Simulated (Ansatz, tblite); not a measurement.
## A script for PbF2 (GFN1-xTB)

These are simulated results from tblite 0.8.0, not measurements. The cell began as a measured structure and was relaxed with r2SCAN+rVV10 in plane waves (Ansatz 0.2.0). All runs are without spin polarisation.

It is cubic, Fm-3m (No. 225); conventional cell a = 5.892 Å, 17.04 Å³ an atom. Pb is surrounded by 8 F at 2.55 Å; F is surrounded by 4 Pb at 2.55 Å.

tblite solves periodic systems at the zone centre alone, so the script builds a cluster of 2×2×2 conventional cells (96 atoms), which folds in a coarse mesh of k points.

run.py reads:

```python
import json
from ase import Atoms
from ase.build import make_supercell
from ase.units import Bohr, GPa, Hartree
from tblite.interface import Calculator

atoms = Atoms(['Pb', 'F', 'F'],
              cell=[[0.0, 2.94580829, 2.94580829], [2.94580829, 0.0, 2.94580829], [2.94580829, 2.94580829, 0.0]],
              scaled_positions=[[0.0, 0.0, 0.0], [0.25, 0.25, 0.25], [0.75, 0.75, 0.75]],
              pbc=True)
cluster = make_supercell(atoms, [[-2, 2, 2], [2, -2, 2], [2, 2, -2]])
calc = Calculator('GFN1-xTB', cluster.numbers, cluster.positions / Bohr, lattice=cluster.cell[:] / Bohr, periodic=cluster.pbc)
calc.set('temperature', 0.02 / Hartree)
calc.set('max-iter', 150)
res = calc.singlepoint()
levels = res.get('orbital-energies') * Hartree
nv = round(res.get('orbital-occupations').sum() / 2)
cells = len(cluster) // len(atoms)
out = {'energy_per_cell': res.get('energy') * Hartree / cells, 'homo': levels[nv - 1], 'lumo': levels[nv],
       'stress': (-res.get('virial') * Hartree / cluster.get_volume() / GPa).tolist(), 'charges': res.get('charges')[:len(atoms)].tolist(), 'electrons': 2 * nv / cells}
json.dump(out, open('results.json', 'w'))
for key, value in out.items():
    print(key, value)
```

Command: `python run.py`. It took 1.8 s on 1 thread of Arm Neoverse V2, on a shared host, peak memory 0.11 GiB.

Output:

```
------------------------------------------------------------
  cycle        total energy    energy error   density error
------------------------------------------------------------
      1     -365.0469509382  -3.6469401E+02   9.0628679E-01
      2     -381.8845047901  -1.6837554E+01   2.3223489E-01
      3     -382.6866071002  -8.0210231E-01   2.1287745E-01
      4     -365.9131327061   1.6773474E+01   7.8628939E-01
      5     -381.7316400069  -1.5818507E+01   2.6186808E-01
      6     -383.8198281343  -2.0881881E+00   3.2057809E-02
      7     -383.8491125208  -2.9284387E-02   2.8249131E-03
      8     -383.8493210555  -2.0853472E-04   8.5076799E-05
      9     -383.8493192919   1.7635742E-06   2.5654851E-04
     10     -383.8493213678  -2.0758633E-06   1.8731793E-05
     11     -383.8493213786  -1.0752615E-08   4.8590953E-06
------------------------------------------------------------

 total:                                   1.283 sec
energy_per_cell -326.4085018507288
homo -16.40826215583191
lumo -12.74583455969289
stress [[-6.943732457147257, -6.973106285071197e-06, -6.973106280521811e-06], [-6.973106285064222e-06, -6.943732457147299, -6.973106285085822e-06], [-6.9731062805081e-06, -6.973106285048527e-06, -6.943732457147289]]
charges [0.6465106993410354, -0.3232551632710172, -0.32324786848032505]
electrons 18.0
```

The cycle table is in hartree for the whole cluster, and the lines after it are in eV (the energy for one cell). The printed stress is in GPa and positive in compression, and the pressure is its mean diagonal.

GFN1-xTB gives a gap of 3.66 eV. On the same cell, plane-wave PBE (Ansatz, 8×8×8 k points and the special points) gives a gap of 4.41 eV and r2SCAN a gap of 4.92 eV; on shared hosts these took about 1.8 and 4.6 core-seconds on the 3-atom cell, against 1.8 for the script. Spin-orbit coupling, left out in all these runs, can cut or reorder the gap by tenths of an eV, up to about 1 eV with Pb or Bi. xTB was fitted to molecules, so gaps, charges and pressures of solids can be far off, and the gap also depends on the size of the cluster.

The same script was run on cells scaled at fixed shape and fractional coordinates:

| volume (Å³/atom) | energy (meV/atom) | pressure (GPa, positive in compression) | gap (eV) |
| --- | --- | --- | --- |
| 15.00 | -19.0 | 5.53 | 4.05 |
| 16.02 | -29.2 | -1.92 | 3.86 |
| 17.04 | 0.0 | -6.94 | 3.66 |
| 18.06 | 55.8 | -10.31 | 3.47 |
| 19.09 | 128.5 | -12.11 | 3.28 |

A Birch-Murnaghan fit puts the minimum at 15.72 Å³/atom, 7.8 % below the given cell, with a bulk modulus of 106 GPa at fixed shape.

xTB was fitted mostly to molecules, and a small cluster samples few k points, so gaps, pressures and kinks along a curve can be far from a solid's.

Spin-orbit coupling is left out; in compounds of Pb, Bi, Tl or Hg it can lower a gap by up to about 1 eV, split its edges or invert the bands.
